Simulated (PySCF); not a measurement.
# C₅H₁₀AsN: electronic excitations

What electronic excitations should C₅H₁₀AsN (`C[AsH][C@@H]1C=NCC1`) show?

Computed with PySCF 2.14.0, with density-fitted response routines of our own, on a single molecule in the gas phase. Atoms are numbered from 0 throughout.

## 1. The molecule as given

17 atoms, charge 0, multiplicity 1; geometry from: GFN2-xTB.

Bonds of the start (Å): C0–As1 1.97, As1–C2 2.01, C2–C3 1.49, C3–N4 1.26, N4–C5 1.45, C5–C6 1.54, C6–C2 1.53, C0–H7 1.09, C0–H8 1.09, C0–H9 1.09, As1–H10 1.51, C2–H11 1.09, C3–H12 1.08, C5–H13 1.10, C5–H14 1.09, C6–H15 1.09, C6–H16 1.09.

## 2. Excited states and response: wB97X-D/def2-SVPD

The job: settings as JSON, then the geometry in Å.

```
{"job": {"kind": "uv", "xc": "wB97X-D", "basis": "def2-SVPD", "nstates": 8, "ntriplets": 3}, "charge": 0, "multiplicity": 1}
C      2.719322    -0.133278     0.379456
As     1.122337    -1.283893     0.530937
C     -0.133367    -0.232156    -0.640901
C     -0.225846     1.176288    -0.174241
N     -1.268332     1.481853     0.467686
C     -2.132304     0.326470     0.551498
C     -1.582500    -0.701415    -0.459230
H      3.109538    -0.182220    -0.637581
H      3.494137    -0.499130     1.052717
H      2.504383     0.902934     0.629066
H      0.642780    -0.654318     1.811884
H      0.230263    -0.320218    -1.669648
H      0.547412     1.911205    -0.342543
H     -2.084387    -0.053397     1.579320
H     -3.161320     0.628474     0.350570
H     -2.129452    -0.629493    -1.402216
H     -1.659661    -1.725676    -0.088298
```

Level: TDDFT wB97X-D/def2-SVPD, vertical, gas phase, core orbitals frozen in the response.

The run is started by

```console
> OMP_NUM_THREADS=1 python probes_run.py task.json out
```

One launch serves the whole session: the jobs run in the order shown.

What will the session give for the following? lowest singlet (wB97X-D/def2-SVPD); brightest single state of those computed; lowest triplet; surface potential, 1st and 99th percentile. Wanted: lowest singlet; brightest single state of those computed; lowest triplet; surface potential, 1st and 99th percentile.

As calculated:

| quantity | value |
| --- | --- |
| lowest singlet (wB97X-D/def2-SVPD) | 5.24 eV (236 nm), f = 0.023 |
| brightest single state of those computed | state 2, 6.08 eV, f = 0.228 |
| lowest triplet | 4.40 eV |
| surface potential, 1st and 99th percentile | -1.89 V and 0.95 V |

**Reading.** The lowest singlet, at 5.24 eV, is HOMO→LUMO 0.47, HOMO−1→LUMO 0.35 and is weak; of the 8 states computed, the strongest absorption comes from state 2 at 6.08 eV. The lowest triplet lies 0.84 eV below the lowest singlet (triplets in Tamm-Dancoff, singlets in full TDDFT).
